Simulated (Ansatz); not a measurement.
# C₂H₈O₃Sn: a ladder of functionals and wavefunction methods

The task here is to estimate one member of a computed series from the others.

Method: functionals in def2-TZVPP, the program's frozen cores in correlated methods; program: Ansatz 0.2.0, Gaussian basis.

The runs, in order: LDA (SPW92), PBE-D4, revPBE-D4, BLYP-D4, r2SCAN-D4, B97M-V, PBE0-D4, B3LYP-D4, r2SCANh-D4, r2SCAN0-D4, HSE06-D4, BHLYP-D4, CAM-B3LYP-D4, LC-ωPBE, ωB97X-V, ωB97M-V, B2PLYP, PBE-QIDH; CCSD(T)/def2-SVP; MP2/def2-TZVPP; MP2/def2-QZVPP; RPA on PBE.

### Structure used throughout

An earlier PBE0-D4 in a triple-zeta def2 set relaxation fixed the geometry. Sn takes the def2 core potential; no spin-orbit term is included.

SMILES `C[CH2][Sn]([OH])([OH])[OH]`, 14 atoms, charge 0, spin multiplicity 1.

Atoms are counted from 1 here; the program's logs count them from 0.

Bond lengths: C1–C2 1.522 Å, C1–H7 1.093 Å, C1–H8 1.092 Å, C1–H9 1.092 Å, C2–Sn3 2.124 Å, C2–H10 1.092 Å, C2–H11 1.092 Å, Sn3–O4 1.962 Å, Sn3–O5 1.963 Å, Sn3–O6 1.961 Å, O4–H12 0.961 Å, O5–H13 0.961 Å, O6–H14 0.961 Å. Angles: C2–C1–H7 110.5°, C2–C1–H8 111.6°, C2–C1–H9 111.7°, H7–C1–H8 107.4°, H7–C1–H9 107.6°, H8–C1–H9 107.7°, C1–C2–Sn3 112.6°, C1–C2–H10 111.9°, C1–C2–H11 111.9°, Sn3–C2–H10 106.4°, Sn3–C2–H11 106.3°, H10–C2–H11 107.4°, C2–Sn3–O4 112.6°, C2–Sn3–O5 111.8°, C2–Sn3–O6 113.8°, O4–Sn3–O5 105.7°, O4–Sn3–O6 106.2°, O5–Sn3–O6 106.2° and more.

As a file:

```
atom    x (Å)    y (Å)    z (Å)
  C1   1.0775  -1.0339   1.5033
  C2   0.8206  -1.0693   0.0034
 Sn3  -0.4915   0.4734  -0.6370
  O4  -2.3483   0.1596  -0.0858
  O5   0.0016   2.2123   0.1279
  O6  -0.5327   0.7229  -2.5816
  H7   1.7720  -1.8276   1.7919
  H8   0.1575  -1.1805   2.0732
  H9   1.5132  -0.0829   1.8164
 H10   0.3651  -2.0112  -0.3093
 H11   1.7410  -0.9458  -0.5710
 H12  -2.7195   0.9247   0.3616
 H13   0.0631   2.8943  -0.5461
 H14  -1.4328   0.7349  -2.9182
```

Set-up of the first run:

Contents of in.yaml:

```yaml
crystal:
  periodic: [false, false, false]
  atoms:
    - {symbol: C, position_ang: [1.077534, -1.033864, 1.503315]}
    - {symbol: C, position_ang: [0.820574, -1.069341, 0.003402]}
    - {symbol: Sn, position_ang: [-0.491536, 0.473437, -0.636970]}
    - {symbol: O, position_ang: [-2.348268, 0.159595, -0.085846]}
    - {symbol: O, position_ang: [0.001563, 2.212328, 0.127889]}
    - {symbol: O, position_ang: [-0.532718, 0.722869, -2.581610]}
    - {symbol: H, position_ang: [1.772010, -1.827577, 1.791899]}
    - {symbol: H, position_ang: [0.157534, -1.180534, 2.073217]}
    - {symbol: H, position_ang: [1.513180, -0.082900, 1.816360]}
    - {symbol: H, position_ang: [0.365142, -2.011237, -0.309261]}
    - {symbol: H, position_ang: [1.741042, -0.945768, -0.570954]}
    - {symbol: H, position_ang: [-2.719478, 0.924717, 0.361617]}
    - {symbol: H, position_ang: [0.063120, 2.894314, -0.546082]}
    - {symbol: H, position_ang: [-1.432799, 0.734861, -2.918175]}
basis:
  gaussian: {orbitals: def2-TZVPP}
hamiltonian: {xc: lda}
output: {orbitals: {seedname: orbitals}}
```

Started as:

```
$ ansatz run in.yaml --threads 4 --pin off --events-out ev --progress --plain --max-ram 11315MiB
```

Steps of the session up to this table: LDA; PBE-D4 (GGA); revPBE-D4 (GGA); BLYP-D4 (GGA); r2SCAN-D4 (meta-GGA); B97M-V (meta-GGA); B3LYP-D4 (hybrid); r2SCANh-D4 (hybrid); r2SCAN0-D4 (hybrid); HSE06-D4 (hybrid); BHLYP-D4 (hybrid); CAM-B3LYP-D4 (range-separated); LC-ωPBE (range-separated); ωB97X-V (range-separated); ωB97M-V (range-separated); B2PLYP (double hybrid); PBE-QIDH (double hybrid).

One of the session's tables, all rows but one given; the rest of the session is left out.

It belongs to the step «Orbital energies across the functionals». 

| functional | HOMO (eV) | gap (eV) |
| --- | --- | --- |
| LDA (SPW92) | -6.80 | 4.84 |
| PBE-D4 | -6.60 | 4.92 |
| revPBE-D4 | -6.53 | 4.97 |
| BLYP-D4 | -6.51 | 4.83 |
| r2SCAN-D4 | -6.93 | 5.58 |
| B97M-V | ? | ? |
| PBE0-D4 | -8.08 | 7.35 |
| B3LYP-D4 | -7.86 | 6.76 |
| r2SCANh-D4 | -7.48 | 6.47 |
| r2SCAN0-D4 | -8.30 | 7.78 |
| HSE06-D4 | -7.68 | 6.58 |
| BHLYP-D4 | -9.41 | 9.51 |
| CAM-B3LYP-D4 | -9.48 | 9.64 |
| LC-ωPBE | -10.80 | 12.31 |
| ωB97X-V | -10.45 | 11.75 |
| ωB97M-V | -10.35 | 11.38 |

Q: Estimate the row for B97M-V from the others.

The run gave: HOMO (eV): -7.00; gap (eV): 5.51. In the column «HOMO (eV)» it lies between r2SCANh-D4 (-7.48) and r2SCAN-D4 (-6.93).
